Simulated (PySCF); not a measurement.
# HBr: NMR shifts at several levels of theory

How much do the NMR shifts of HBr (`Br`) depend on the level of theory, and what does each level cost?

Programs: PySCF 2.14.0, with density-fitted response routines of our own. Each step states its level of theory. These are calculated values for one molecule in the gas phase, unless marked as measured. Atoms count from 0, in the outputs and in this text.

## Step 1: The starting structure

2 atoms, charge 0, multiplicity 1; geometry from: GFN2-xTB.

Bonds of the start (Å): Br0–H1 1.40.

## Step 2: Geometry optimisation at PBE0-D3(BJ)/def2-SVP

The job: settings as JSON, then the geometry in Å.

```
{"job": {"xc": "PBE0", "basis": "def2-SVP", "d3": "d3bj", "grid": 1, "kind": "geom"}, "charge": 0, "multiplicity": 1}
Br     0.000000     0.000000     0.000000
H      0.000000     0.000000     1.401470
```

Log:

```text
step   0  E = -2574.14464759  max force = 0.011190
step   1  E = -2574.14484395  max force = 0.003154
step   2  E = -2574.14486239  max force = 0.000163
step   3  E = -2574.14486243  max force = 0.000001
optimisation converged
```

It took 3.8 s on 2 threads of Intel Xeon at 2.50GHz (Skylake/Cascade Lake), shared host.

Relaxation path:

| step | energy from step 0 (eV) | largest force component (eV/Å) |
| --- | --- | --- |
| 0 | 0.0000 | 0.5754 |
| 1 | -0.0053 | 0.1622 |
| 2 | -0.0058 | 0.0084 |
| 3 | -0.0058 | 0.0001 |

The bond:

| bond | before (Å) | after (Å) | change (Å) |
| --- | --- | --- | --- |
| Br0–H1 | 1.401 | 1.422 | +0.021 |

The next job starts from the end point, and lists it.

| at the end point | value |
| --- | --- |
| point group (found at 0.08 Å tolerance) | C∞v |
| rotational constants (GHz, main isotopes) | 251.1, 251.1 |
| dipole moment (D) | 1.08 |

## Step 3: Nuclear shieldings: PBE0/pcSseg-2

The job: settings as JSON, then the geometry in Å.

```
{"job": {"kind": "nmr", "xc": "PBE0", "basis": "pcSseg-2", "pop": false}, "charge": 0, "multiplicity": 1}
Br    -0.000000     0.000000    -0.010312
H      0.000000    -0.000000     1.411782
```

Method: GIAO PBE0/pcSseg-2 NMR shielding, non-relativistic, gas phase.

Log:

```text
coarse grid: 9808 points
cycle   1  E = -2574.4829664115  dE = -1.287e+00  |g| = 9.299e-01  |ddm| = 1.068e+00
cycle   2  E = -2574.4913609309  dE = -8.395e-03  |g| = 5.629e-01  |ddm| = 2.836e-01
cycle   3  E = -2574.5036208329  dE = -1.226e-02  |g| = 9.352e-02  |ddm| = 1.391e-01
cycle   4  E = -2574.5041036128  dE = -4.828e-04  |g| = 1.002e-02  |ddm| = 3.471e-02
cycle   5  E = -2574.5041213702  dE = -1.776e-05  |g| = 1.599e-03  |ddm| = 1.016e-02
cycle   6  E = -2574.5041219774  dE = -6.072e-07  |g| = 2.984e-04  |ddm| = 1.461e-03
final grid: 18448 points
cycle   7  E = -2574.5041174673  dE = -4.814e-09  |g| = 2.657e-04  |ddm| = 3.857e-04
cycle   8  E = -2574.5041174685  dE = -1.240e-09  |g| = 2.564e-04  |ddm| = 3.854e-04
cycle   9  E = -2574.5041174874  dE = -1.889e-08  |g| = 2.160e-05  |ddm| = 1.977e-04
cycle  10  E = -2574.5041174874  dE = -5.866e-11  |g| = 2.432e-06  |ddm| = 1.199e-05
converged SCF energy = -2574.5041174874

GIAO shielding tensors (ppm)
atom      isotropic    diamagn.    paramagn.     s11        s22        s33       span
  0 Br    2592.199    3122.131    -529.932   2325.117   2325.117   3126.362    801.245
  1 H       30.862      28.486       2.375     22.079     22.079     48.428     26.349
```

Wall time 2.8 s (2 threads of Intel Xeon at 2.50GHz (Skylake/Cascade Lake), shared host).

The references, computed at this level on geometries of the same kind, shield at (ppm): 1H TMS 31.25, 79Br HBr 2592. Their shielding less the atom's gives the shift. The references are single molecules in the gas phase. This molecule is itself the reference for 79Br, where its shift is zero by definition.

| atoms | environment | σ (ppm) | δ (ppm) |
| --- | --- | --- | --- |
| H1 | hydrogen on a bromine | 30.86 | 0.38 |
| Br0 | bromine bonded to H | 2592 | 0 |

## Step 4: Nuclear shieldings: PBE/pcSseg-2

The job: settings as JSON, then the geometry in Å.

```
{"job": {"kind": "nmr", "xc": "PBE", "basis": "pcSseg-2", "pop": false}, "charge": 0, "multiplicity": 1}
Br    -0.000000     0.000000    -0.010312
H      0.000000    -0.000000     1.411782
```

With the program's defaults for keys left out, this is: GIAO PBE/pcSseg-2 NMR shielding, non-relativistic, gas phase.

Log:

```text
coarse grid: 9808 points
cycle   1  E = -2574.3958869710  dE = -1.256e+00  |g| = 1.096e+00  |ddm| = 1.102e+00
cycle   2  E = -2574.3996457062  dE = -3.759e-03  |g| = 7.763e-01  |ddm| = 3.096e-01
cycle   3  E = -2574.4202468447  dE = -2.060e-02  |g| = 1.377e-01  |ddm| = 1.778e-01
cycle   4  E = -2574.4212860820  dE = -1.039e-03  |g| = 2.209e-02  |ddm| = 6.637e-02
cycle   5  E = -2574.4213917595  dE = -1.057e-04  |g| = 1.296e-03  |ddm| = 2.219e-02
cycle   6  E = -2574.4213921615  dE = -4.020e-07  |g| = 6.460e-04  |ddm| = 1.766e-03
final grid: 18448 points
cycle   7  E = -2574.4213865585  dE =  1.232e-07  |g| = 9.409e-04  |ddm| = 1.195e-03
cycle   8  E = -2574.4213862928  dE =  2.657e-07  |g| = 1.409e-03  |ddm| = 1.838e-03
cycle   9  E = -2574.4213867976  dE = -5.048e-07  |g| = 6.322e-05  |ddm| = 1.088e-03
cycle  10  E = -2574.4213867981  dE = -4.989e-10  |g| = 2.871e-06  |ddm| = 3.245e-05
converged SCF energy = -2574.4213867981

GIAO shielding tensors (ppm)
atom      isotropic    diamagn.    paramagn.     s11        s22        s33       span
  0 Br    2566.872    3121.891    -555.020   2287.278   2287.278   3126.058    838.779
  1 H       31.283      28.662       2.620     22.655     22.655     48.537     25.882
```

Run time: 3.6 s. Hardware: 2 threads of Intel Xeon at 2.50GHz (Skylake/Cascade Lake), shared host.

This run: δ Br0 0, H1 -0.10 ppm.

## Step 5: Nuclear shieldings: wB97X-D/pcSseg-2

The job: settings as JSON, then the geometry in Å.

```
{"job": {"kind": "nmr", "xc": "wB97X-D", "basis": "pcSseg-2", "pop": false}, "charge": 0, "multiplicity": 1}
Br    -0.000000     0.000000    -0.010312
H      0.000000    -0.000000     1.411782
```

Method: GIAO wB97X-D/pcSseg-2 NMR shielding, non-relativistic, gas phase.

Log:

```text
coarse grid: 9808 points
cycle   1  E = -2574.8430592684  dE = -1.322e+00  |g| = 9.205e-01  |ddm| = 1.050e+00
cycle   2  E = -2574.8580546347  dE = -1.500e-02  |g| = 5.250e-01  |ddm| = 2.916e-01
cycle   3  E = -2574.8685374113  dE = -1.048e-02  |g| = 8.817e-02  |ddm| = 1.160e-01
cycle   4  E = -2574.8688677981  dE = -3.304e-04  |g| = 1.170e-02  |ddm| = 2.721e-02
cycle   5  E = -2574.8688933911  dE = -2.559e-05  |g| = 1.605e-03  |ddm| = 9.221e-03
cycle   6  E = -2574.8688946714  dE = -1.280e-06  |g| = 4.559e-04  |ddm| = 2.313e-03
final grid: 18448 points
cycle   7  E = -2574.8688766681  dE = -4.029e-07  |g| = 1.041e-03  |ddm| = 1.247e-03
cycle   8  E = -2574.8688766797  dE = -1.161e-08  |g| = 9.504e-04  |ddm| = 4.650e-04
cycle   9  E = -2574.8688767153  dE = -3.558e-08  |g| = 1.394e-05  |ddm| = 2.134e-04
cycle  10  E = -2574.8688767154  dE = -5.184e-11  |g| = 5.588e-06  |ddm| = 1.759e-05
converged SCF energy = -2574.8688767154

GIAO shielding tensors (ppm)
atom      isotropic    diamagn.    paramagn.     s11        s22        s33       span
  0 Br    2577.622    3122.359    -544.736   2303.167   2303.167   3126.531    823.364
  1 H       31.016      28.601       2.415     22.267     22.267     48.512     26.244
```

Run time: 3.7 s. Hardware: 2 threads of Intel Xeon at 2.50GHz (Skylake/Cascade Lake), shared host.

This run: δ Br0 0, H1 0.34 ppm.

## Step 6: Nuclear shieldings: KT2/pcSseg-2

The job: settings as JSON, then the geometry in Å.

```
{"job": {"kind": "nmr", "xc": "KT2", "basis": "pcSseg-2", "pop": false}, "charge": 0, "multiplicity": 1}
Br    -0.000000     0.000000    -0.010312
H      0.000000    -0.000000     1.411782
```

With the program's defaults for keys left out, this is: GIAO KT2/pcSseg-2 NMR shielding, non-relativistic, gas phase.

Log:

```text
coarse grid: 9808 points
cycle   1  E = -2584.5369952796  dE = -1.229e+00  |g| = 6.132e-01  |ddm| = 1.018e+00
cycle   2  E = -2584.5386424662  dE = -1.647e-03  |g| = 2.134e-01  |ddm| = 2.689e-01
cycle   3  E = -2584.5413421475  dE = -2.700e-03  |g| = 9.451e-02  |ddm| = 2.141e-01
cycle   4  E = -2584.5438497846  dE = -2.508e-03  |g| = 3.762e-02  |ddm| = 1.086e-01
cycle   5  E = -2584.5441126685  dE = -2.629e-04  |g| = 1.930e-03  |ddm| = 2.435e-02
cycle   6  E = -2584.5441131830  dE = -5.145e-07  |g| = 5.203e-04  |ddm| = 1.890e-03
final grid: 18448 points
cycle   7  E = -2584.5441077478  dE =  4.065e-09  |g| = 6.975e-04  |ddm| = 9.979e-04
cycle   8  E = -2584.5441077325  dE =  1.522e-08  |g| = 9.215e-04  |ddm| = 9.779e-04
cycle   9  E = -2584.5441078059  dE = -7.340e-08  |g| = 5.049e-05  |ddm| = 4.568e-04
cycle  10  E = -2584.5441078066  dE = -6.698e-10  |g| = 9.621e-06  |ddm| = 4.959e-05
converged SCF energy = -2584.5441078066

GIAO shielding tensors (ppm)
atom      isotropic    diamagn.    paramagn.     s11        s22        s33       span
  0 Br    2588.803    3126.640    -537.837   2317.787   2317.787   3130.836    813.049
  1 H       31.293      28.774       2.518     22.655     22.655     48.568     25.914
```

It took 3.7 s on 2 threads of Intel Xeon at 2.50GHz (Skylake/Cascade Lake), shared host.

In short: δ Br0 0, H1 -0.12 ppm.

## Step 7: Shielding tensors: HF/pcSseg-2

The job: settings as JSON, then the geometry in Å.

```
{"job": {"kind": "nmr", "xc": "HF", "basis": "pcSseg-2", "pop": false}, "charge": 0, "multiplicity": 1}
Br    -0.000000     0.000000    -0.010312
H      0.000000    -0.000000     1.411782
```

With the program's defaults for keys left out, this is: GIAO HF/pcSseg-2 NMR shielding, non-relativistic, gas phase.

Log:

```text
final grid: 18448 points
cycle   1  E = -2573.0094724852  dE = -1.376e+00  |g| = 5.913e-01  |ddm| = 1.002e+00
cycle   2  E = -2573.0276977256  dE = -1.823e-02  |g| = 2.520e-01  |ddm| = 2.297e-01
cycle   3  E = -2573.0307146085  dE = -3.017e-03  |g| = 3.336e-02  |ddm| = 6.298e-02
cycle   4  E = -2573.0309266580  dE = -2.120e-04  |g| = 9.692e-03  |ddm| = 2.115e-02
cycle   5  E = -2573.0309646475  dE = -3.799e-05  |g| = 2.964e-03  |ddm| = 9.740e-03
cycle   6  E = -2573.0309705882  dE = -5.941e-06  |g| = 4.567e-04  |ddm| = 4.652e-03
cycle   7  E = -2573.0309706956  dE = -1.073e-07  |g| = 7.998e-05  |ddm| = 7.660e-04
cycle   8  E = -2573.0309706979  dE = -2.322e-09  |g| = 1.122e-05  |ddm| = 1.061e-04
cycle   9  E = -2573.0309706980  dE = -6.730e-11  |g| = 2.027e-06  |ddm| = 2.116e-05
converged SCF energy = -2573.0309706980

GIAO shielding tensors (ppm)
atom      isotropic    diamagn.    paramagn.     s11        s22        s33       span
  0 Br    2623.343    3121.941    -498.598   2371.709   2371.709   3126.612    754.903
  1 H       30.379      28.652       1.727     21.347     21.347     48.442     27.095
```

Wall time 1.4 s (2 threads of Intel Xeon at 2.50GHz (Skylake/Cascade Lake), shared host).

Key values: δ Br0 0, H1 1.30 ppm.

## Step 8: Side by side: NMR shifts

Isotropic shieldings (ppm), with basis size and wall time:

| run | H1 | Br0 | functions | time |
| --- | --- | --- | --- | --- |
| PBE0/pcSseg-2 | 30.86 | 2592 | 77 | 2.8 s |
| PBE/pcSseg-2 | 31.28 | 2567 | 77 | 3.6 s |
| wB97X-D/pcSseg-2 | 31.02 | 2578 | 77 | 3.7 s |
| KT2/pcSseg-2 | 31.29 | 2589 | 77 | 3.7 s |
| HF/pcSseg-2 | 30.38 | 2623 | 77 | 1.4 s |

## Step 9: Outcome

| quantity | value |
| --- | --- |
| point group | C∞v |
| rotational constants (main isotopes) | 251.12, 251.12 GHz |
| 1H shifts against TMS (PBE0/pcSseg-2) | 0.38 ppm |
| shieldings of Br (PBE0/pcSseg-2) | Br0 2592.2 ppm |
| range of the shielding of Br0 | 2567 to 2623 ppm |

What this shows: Single values in the summary come from the first run of each kind that ended normally (PBE0/pcSseg-2), which need not be the best level. Over 3 steps the energy fell by 0.006 eV; of the close pairs, Br0–H1 changed most, 1.401 to 1.422 Å. H1 stands next to heavy halogen, whose spin-orbit shielding this run leaves out, so the computed shift lies too far downfield. At PBE0/pcSseg-2: The largest span, 801 ppm, is at Br0, where the paramagnetic term is -530 ppm. Across the 5 runs the shielding of Br0 moves most, between 2567 (PBE/pcSseg-2) and 2623 ppm (HF/pcSseg-2). Spin-orbit coupling is left out, which matters for shieldings and couplings at and beside the heavy atoms.
